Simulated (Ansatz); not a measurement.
**GaCF (triplet): from Hartree-Fock to the top rungs, cc-pVTZ**

The task here is to estimate one member of a computed series from the others.

Method: cc-pVTZ, core rule «outside noble gas», up to 16 orbitals frozen; program: Ansatz 0.2.0, Gaussian basis.

To be run: UHF; CCSD(T) on ROHF; CCSD(T) on UHF; BCCD(T) on ROHF; CCSDT(Q) on ROHF; CCSDT(Q) on UHF.

7 further runs of the same task are left out: 3 for a known fault of the program, 4 set aside as unsound or not needed. Runs told in other sessions of the task aren't counted.

## The geometry

The geometry is a PBE0/def2-TZVP stationary point (not a proven minimum) of the parent state, kept for this charge and spin. No spin-orbit coupling is included. The filled d shell of Ga may be among the frozen orbitals whatever the setting's name suggests.

3 atoms, charge 0, spin multiplicity 3.

Atoms are counted from 1 here; the program's logs count them from 0.

Bond lengths: C1–Ga2 1.921 Å, Ga2–F3 1.736 Å. Angles: C1–Ga2–F3 180.0°.

Set-up of the first run:

The input, in.yaml:

```yaml
crystal:
  periodic: [false, false, false]
  atoms:
    - {symbol: C, position_ang: [0.000000, 0.000000, 1.859600]}
    - {symbol: Ga, position_ang: [0.000000, 0.000000, -0.061600]}
    - {symbol: F, position_ang: [0.000000, 0.000000, -1.798000]}
basis:
  gaussian: {orbitals: cc-pVTZ}
magnetization: {spin_polarized: true, initial_magnetization: 2}
hamiltonian: {xc: hf}
output: {orbitals: {seedname: orbitals}}
```

Command:

```sh
> ansatz run in.yaml --threads 1 --pin off --events-out ev --progress --plain --max-ram 4096MiB --backend cpu
```

Among the steps run: UHF; CCSD(T) on ROHF; CCSD(T) on UHF; BCCD(T) on ROHF; CCSDT(Q) on ROHF; CCSDT(Q) on UHF.

One of the session's tables, all rows but one given; the rest of the session is left out.

```
   method  from UCCSDT(Q) (kcal/mol)
     ROHF                    +290.20
      UHF                    +287.01
     RMP2                     +23.13
     UMP2                     +24.22
    RCCSD                          ?
    UCCSD                     +13.19
 RCCSD(T)                      +1.77
 UCCSD(T)                      +1.74
  BCCD(T)                      +1.72
   RCCSDT                      +0.89
   UCCSDT                      +0.81
RCCSDT(Q)                      +0.20
UCCSDT(Q)                          0
```

Q: Estimate the row for RCCSD from the others.

**Answer.** from UCCSDT(Q) (kcal/mol): +13.39. In the column «from UCCSDT(Q) (kcal/mol)» it lies between UCCSD (+13.19) and RMP2 (+23.13).

Caveats from the session: Restricted and unrestricted rows rest on different reference determinants; a gap between their highest levels can come from leftover correlation error, from unlike frozen cores or from another state.
